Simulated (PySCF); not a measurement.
# F4Ir (IrF4): the cost of one run

Computed with PySCF 2.14.0 and routines of our own; the level stands in each step. Atoms count from 0.

## Step 1: The starting structure

5 atoms, charge 0, states of the metal's open shell are computed; geometry from: model geometry, bond lengths from ionic radii.

## Step 2: Ligand-field states: state-averaged CASSCF

The job: settings as JSON, then the geometry in Å.

```
{"job": {"kind": "lf", "basis": {"metal": "x2c-TZVPall", "ligand": "x2c-SVPall"}, "nevpt": true}, "charge": 0, "metal": "Ir", "open_shell": "d5"}
Ir     0.000000     0.000000     0.000000
F      1.042117     1.042117     1.042118
F     -1.042117    -1.042117     1.042118
F     -1.042117     1.042117    -1.042118
F      1.042117    -1.042117    -1.042118
```

With the program's defaults for keys left out, this is: state-averaged CASSCF of the metal d shell, SC-NEVPT2 on the averaged canonical orbitals, state-interaction spin-orbit coupling.

Run with:

```bash
OMP_NUM_THREADS=1 python lf_run.py task.json out
```

The driver reads the jobs from task.json and runs them one after another.

Q: Estimate the wall time and peak memory of this first job on 1 thread of Arm Neoverse V2, shared host.

About 18 s, with a peak of 0.34 GiB.
